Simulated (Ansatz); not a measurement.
**BH₂O₂Te radical: how energies converge with the basis set**

The task here is to estimate one member of a computed series from the others.

Program: Ansatz 0.2.0, Gaussian basis. Level of theory: one geometry, several basis sets. These are calculated values, not measurements.

The runs, in order: PBE0-D4/def2-SVP; ωB97M-V/def2-SVP; PBE0-D4/def2-QZVPP; ωB97M-V/def2-QZVPP; the functionals' def2-TZVPP values are taken from earlier runs.

## The relaxed structure

The geometry comes from an earlier relaxation with PBE0-D4 in a triple-zeta def2 set; it is a stationary point. Te takes the def2 core potential; no spin-orbit term is included.

SMILES `OB(O)[Te]`, 6 atoms, charge 0, spin multiplicity 2.

Atoms are counted from 1 here; the program's logs count them from 0.

Bond lengths: O1–B2 1.362 Å, O1–H5 0.958 Å, B2–O3 1.353 Å, B2–Te4 2.184 Å, O3–H6 0.964 Å. Angles: B2–O1–H5 115.4°, O1–B2–O3 119.8°, O1–B2–Te4 123.3°, O3–B2–Te4 116.9°, B2–O3–H6 112.3°.

Coordinates:

```xyz
6

O     0.12284    1.14978    0.01815
B    -0.05433   -0.19649   -0.08130
O     0.45940   -1.01361    0.86698
Te   -1.14406   -1.14585   -1.71821
H    -0.26711    1.66829   -0.68722
H     0.92526   -0.52621    1.55540
```

The first run:

in.yaml reads:

```yaml
crystal:
  periodic: [false, false, false]
  atoms:
    - {symbol: O, position_ang: [0.122844, 1.149783, 0.018151]}
    - {symbol: B, position_ang: [-0.054334, -0.196493, -0.081303]}
    - {symbol: O, position_ang: [0.459403, -1.013613, 0.866977]}
    - {symbol: Te, position_ang: [-1.144058, -1.145853, -1.718211]}
    - {symbol: H, position_ang: [-0.267112, 1.668289, -0.687220]}
    - {symbol: H, position_ang: [0.925256, -0.526213, 1.555405]}
basis:
  gaussian: {orbitals: def2-SVP}
magnetization: {spin_polarized: true, initial_magnetization: 1}
hamiltonian: {xc: pbe0, dispersion: d4}
output: {orbitals: {seedname: orbitals}}
```

Started as:

```sh
$ ansatz run in.yaml --threads 4 --pin off --events-out ev --progress --plain --max-ram 10444MiB
```

Steps of the session up to this table: PBE0-D4 in def2-SVP; ωB97M-V in def2-SVP; PBE0-D4 in def2-QZVPP; ωB97M-V in def2-QZVPP.

One of the session's tables, all rows but one given; the rest of the session is left out.

It belongs to the step «Density functionals: the series». 

```
functional       basis  HOMO (eV)  LUMO (eV)
   PBE0-D4    def2-SVP          ?          ?
   PBE0-D4  def2-TZVPP      -6.33      -4.03
   PBE0-D4  def2-QZVPP      -6.37      -4.04
   ωB97M-V    def2-SVP      -8.19      -1.93
   ωB97M-V  def2-TZVPP      -8.39      -2.09
   ωB97M-V  def2-QZVPP      -8.42      -2.11
```

Q: Estimate the row for PBE0-D4, def2-SVP from the others.

As computed: HOMO (eV): -6.16; LUMO (eV): -3.96. In the column «HOMO (eV)» it is the highest.
